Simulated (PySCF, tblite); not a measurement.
**C5H8ClO radical: geometry, infrared bands and EPR parameters**

Wanted: the infrared bands and EPR parameters of C5H8ClO radical (`[H]/[C]=C\[C@@H](Cl)COC`), by calculation.

Programs: tblite 0.8.0 and PySCF 2.14.0, with density-fitted response routines of our own. Each step states its level of theory. These are calculated values for one molecule in the gas phase, unless marked as measured. Atoms are numbered from 0 throughout.

## 1. Starting geometry

15 atoms, charge 0, multiplicity 2; geometry from: force field or distance geometry start.

Bonds of the start (Å): C0–C1 1.34, C1–C2 1.50, C2–Cl3 1.77, C2–C4 1.50, C4–O5 1.40, O5–C6 1.40, C0–H7 1.10, C1–H8 1.09, C2–H9 1.12, C4–H10 1.10, C4–H11 1.13, C6–H12 1.10, C6–H13 1.11, C6–H14 1.13.

## 2. Geometry optimisation with GFN2-xTB

The job: settings as JSON, then the geometry in Å.

```
{"job": {"kind": "relax", "xc": "GFN2-xTB", "basis": "xTB"}, "charge": 0, "multiplicity": 2}
C     -3.358800    -0.049200    -0.296700
C     -2.115600     0.370500    -0.572900
C     -0.984300    -0.085300     0.300900
Cl    -1.144900    -1.835900     0.483600
C      0.369300     0.215800    -0.260900
O      1.281400    -0.280800     0.684400
C      2.600200    -0.060500     0.275100
H     -3.494700    -0.707900     0.576400
H     -1.906100     1.028700    -1.414500
H     -1.132700     0.399000     1.305300
H      0.549900     1.279300    -0.490100
H      0.533600    -0.397200    -1.197600
H      2.817600    -0.563000    -0.676900
H      3.273000    -0.363300     1.105100
H      2.707900     1.057700     0.157100
```

The run is started by

```console
OMP_NUM_THREADS=1 python probes_run.py task.json out
```

One launch serves the whole session: the jobs run in the order shown.

**Question.** This job is followed by: GFN2-xTB harmonic vibrations, gas phase; UKS B3LYP, pcH-1 on C Cl H O, non-relativistic, mean-field spin-orbit, GIAO. What will the session give for the following? strongest single infrared mode (GFN2-xTB); zero-point energy (GFN2-xTB); g(iso) (B3LYP); ⟨S²⟩; largest a(iso) (averaged by class); potential on the surface of density 0.002 e/bohr³, 1st and 99th percentile.

As calculated:

| quantity | value |
| --- | --- |
| strongest single infrared mode (GFN2-xTB) | 1120 cm⁻¹, 91 km/mol |
| zero-point energy (GFN2-xTB) | 71.8 kcal/mol |
| g(iso) (B3LYP) | 2.00254 |
| ⟨S²⟩ | 0.759 (exact 0.75) |
| largest a(iso) (averaged by class) | 13C on C0, 315.9 MHz |
| potential on the surface of density 0.002 e/bohr³, 1st and 99th percentile | -1.34 V and 1.24 V |

In words: Relaxing lowered the energy by 0.549 eV in 122 steps; the close pair that moved most is C0–C1, from 1.341 to 1.289 Å. No mode is imaginary among the 39: a minimum at this level. The strongest single mode, at 1120 cm⁻¹, is spread over several atoms, O5, C6, C4 among them. GFN2-xTB is a fitted tight-binding method: band positions and strengths are rough. Its intensities can rank the bands wrongly. C0 carries the largest spin population, 1.05 e. The isotropic g lies 0.2 ppt above the free-electron value. These values are for one conformer; the search (at its own cheap level) found 2 more, at 0.25, 0.80 kcal/mol, and measured spectra average over such forms.
